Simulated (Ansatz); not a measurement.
# C₂H₉NSi₂, SMILES [SiH3]CC=N[SiH3]: a single point in a Gaussian basis

Program: the Python package of Ansatz (0.2.0).

Script `run_energy.py`:
```python
"""Single point of C2H9NSi2."""

import logging
import sys

import ansatz as az

logging.basicConfig(stream=sys.stdout, format="%(name)s: %(message)s")
logger = logging.getLogger("calc")
logger.setLevel(logging.INFO)


def main() -> None:
    geometry_ang = [
        ("Si", [-1.2167, 1.7186, 0.2287]),
        ("C", [-0.1055, 0.4686, 0.876]),
        ("C", [1.1151, 0.3181, 0.0316]),
        ("N", [1.6198, -0.6707, -0.6817]),
        ("Si", [0.6697, -2.1641, -0.8811]),
        ("H", [-1.788, 1.3911, -1.1181]),
        ("H", [-2.3873, 1.9302, 1.1474]),
        ("H", [-0.5266, 3.0855, 0.0981]),
        ("H", [-0.6286, -0.457, 1.0429]),
        ("H", [0.2314, 0.7782, 1.8998]),
        ("H", [1.816, 1.1919, 0.0775]),
        ("H", [0.6158, -2.8162, 0.4747]),
        ("H", [-0.7536, -1.7968, -1.3292]),
        ("H", [1.3256, -3.0067, -1.8375]),
    ]
    system = az.Crystal.molecule()
    for symbol, xyz in geometry_ang:
        system = system.atom(symbol, xyz)

    model = system.calculation().basis(gaussian="def2-SVP").functional("r2scan").scf(lower_state_search="standard")
    print(model.to_yaml())
    out = model.run()
    report = out.report

    logger.info(f"E = {report['free_energy_ev']:.6f} eV = {report['free_energy_ev'] / 27.211386246:.7f} Ha")
    print("converged:", report["converged"], " doubts:", report["published_state_doubts"] or "none")


if __name__ == "__main__":
    main()
```

`python run_energy.py` gives:
```text
crystal:
  periodic: [false, false, false]
  atoms:
    - { symbol: Si, position_ang: [-1.2167, 1.7186, 0.2287] }
    - { symbol: C, position_ang: [-0.1055, 0.4686, 0.876] }
    - { symbol: C, position_ang: [1.1151, 0.3181, 0.0316] }
    - { symbol: "N", position_ang: [1.6198, -0.6707, -0.6817] }
    - { symbol: Si, position_ang: [0.6697, -2.1641, -0.8811] }
    - { symbol: H, position_ang: [-1.788, 1.3911, -1.1181] }
    - { symbol: H, position_ang: [-2.3873, 1.9302, 1.1474] }
    - { symbol: H, position_ang: [-0.5266, 3.0855, 0.0981] }
    - { symbol: H, position_ang: [-0.6286, -0.457, 1.0429] }
    - { symbol: H, position_ang: [0.2314, 0.7782, 1.8998] }
    - { symbol: H, position_ang: [1.816, 1.1919, 0.0775] }
    - { symbol: H, position_ang: [0.6158, -2.8162, 0.4747] }
    - { symbol: H, position_ang: [-0.7536, -1.7968, -1.3292] }
    - { symbol: H, position_ang: [1.3256, -3.0067, -1.8375] }
basis:
  gaussian:
    orbitals: def2-SVP
hamiltonian:
  xc: r2scan
scf:
  lower_state_search: standard

calc: E = -19453.649130 eV = -714.9084194 Ha
converged: True  doubts: none
```

The settings weren't tested for convergence. The geometry is a force-field or estimated start, not a minimum of this method, and the basis set is short of its limit. Run time: 7.6 s on 1 thread of Arm Neoverse V1, with other jobs on the host, peak memory 0.24 GiB.
